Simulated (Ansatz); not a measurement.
Runs of Ansatz 0.2.0 on CsLiCr2Te2S3. It takes space group Pm (No. 6, monoclinic). Conventional cell: a = 7.057 Å, b = 3.981 Å, c = 9.084 Å, α = 90.00°, β = 107.12°, γ = 90.00°. Cs (site symmetry m) has 3 S at 3.44 to 3.50 Å and 1 Te at 3.93 Å as nearest neighbours. Around Li (site symmetry m) lie 3 S at 2.21 to 2.30 Å. Around Cr (site symmetry m) lie 5 S at 2.47 to 2.63 Å and 1 Te at 2.79 Å and 2 Li at 2.81 Å. Cr (site symmetry m) is surrounded by 2 S at 2.34 to 2.50 Å. Te (site symmetry m) has 3 Cr at 2.76 to 2.79 Å as nearest neighbours. Te (site symmetry m) is surrounded by 1 S at 2.48 Å and 2 Cr at 2.80 Å. Around S (site symmetry m) lie 2 Li at 2.21 Å and 1 Te at 2.48 Å and 1 Cr at 2.51 Å. S (site symmetry m) is surrounded by 3 Cr at 2.34 to 2.47 Å and 1 Li at 2.63 Å. The cell was built by a generator and needn't be a form met in nature.

```tsv
task	level	cell	k mesh	points for each segment of the path	gap on the mesh (eV)	pressure (GPa)	moment (μB)	relaxed volume (Å³/atom)	largest force (eV/Å)
band structure	LDA	as given	4 × 7 × 3	10	0.40	-4.0	6.00	-	(c)
band structure	RPBE	as given	4 × 7 × 3	10	0.50	1.8	6.00	-	0.16
relaxation of cell and atoms	RPBE	relaxed	3 × 5 × 3	-	(b)	0.0	6.00	28.94	0.01
relaxation of cell and atoms	LDA	relaxed	3 × 5 × 3	-	0.26	0.0	(a)	24.13	-
```

Alike in all rows: potentials or basis Ansatz PAW; spin collinear, ferromagnetic start; cutoff (eV) 420; smearing fermi-dirac 0.05 eV.

Q: Fill in the values left out.

A: (a) 5.99; (b) 0.63; (c) 0.55.

Caveats: spin-orbit coupling is left out, which moves the levels of the heavy elements; only a ferromagnetic start was run, and an antiferromagnetic order may lie lower in energy; the PAW data sets come from PBE, with cores solved anew for the run's functional, which leaves a small shift of forces and pressure; odd divisions of the mesh miss points on the zone boundary, where band edges often lie, so the gap on the mesh can be too wide (some runs); the plane-wave basis is chosen anew once the cell has moved, so the energies of steps on either side of that aren't comparable (some runs).

A k mesh can miss the band edges, and the runs leave out spin-orbit coupling on Cs, Te.
